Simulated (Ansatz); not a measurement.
# ZnGe2N3: the cost of one run

Computed with Ansatz 0.2.0 (DFT PBE, scalar-relativistic, plane waves, PAW, unless a step's input says otherwise).

### 1 The structure to begin with

The structure is tetragonal, space group P4mm (No. 99). Conventional cell: a = 3.224 Å, b = 3.224 Å, c = 7.016 Å, α = 90.00°, β = 90.00°, γ = 90.00°. Zn (site symmetry 4mm) has 5 Ge at 2.41 to 2.51 Å as nearest neighbours. Ge (site symmetry 4mm) is surrounded by 8 N at 2.41 to 2.48 Å and 1 Zn at 2.51 Å. Ge (site symmetry 4mm) is surrounded by 4 Zn at 2.41 Å and 5 N at 2.46 to 2.49 Å. Around N (site symmetry 2mm) lie 4 N at 2.28 Å and 4 Ge at 2.46 to 2.48 Å. N (site symmetry 4mm) has 5 Ge at 2.41 to 2.49 Å as nearest neighbours.

Coordinates:

```
Zn Ge N
1.0
     3.22378    0.00000    0.00000
     0.00000    3.22378    0.00000
     0.00000    0.00000    7.01629
Zn Ge N
1 2 3
Cartesian
  1.6119 1.6119 4.3755
  1.6119 1.6119 1.8703
  0.0000 0.0000 5.1495
  1.6119 0.0000 7.0044
  0.0000 1.6119 7.0044
  0.0000 0.0000 2.6610
```

Recipe of the guess: species swapped into a database cell of Zr2P3S (P4mm, No. 99), with Ge on the Zr sites, N on the P sites and Zn on the S sites. Its size is a rough estimate.

### 2 Probe: one point on a coarse mesh

Contents of input.yaml:

```yaml
crystal:
  lattice:
    - [3.22377913, 0.0, 0.0]
    - [0.0, 3.22377913, 0.0]
    - [0.0, 0.0, 7.01629043]
  atoms:
    - { symbol: Zn, position: [0.5, 0.5, 0.62362391] }
    - { symbol: Ge, position: [0.5, 0.5, 0.26656356] }
    - { symbol: Ge, position: [0.0, 0.0, 0.73393774] }
    - { symbol: "N", position: [0.5, 0.0, 0.99830878] }
    - { symbol: "N", position: [0.0, 0.5, 0.99830878] }
    - { symbol: "N", position: [0.0, 0.0, 0.37925726] }
basis:
  ecutwfc: 420
kpoints:
  mp_grid: { grid: [6, 6, 4] }
hamiltonian:
  xc: pbe
scf:
  occupations: { method: gaussian, width: 0.1 }
  lower_state_search: "off"
output:
  forces: true
  stress: true
  eigenvalues: true
```

Run with:

```sh
$ ansatz run input.yaml --threads 1 --pin off --max-ram 2560MiB --backend cpu --events-out ev --progress --plain --runs-dir out
```

**Question.** How long does this run take on 1 thread of Intel Xeon 6975P-C (Granite Rapids), shared host, and how much memory does it need?

About 3.6 s, with a peak of 0.39 GiB.
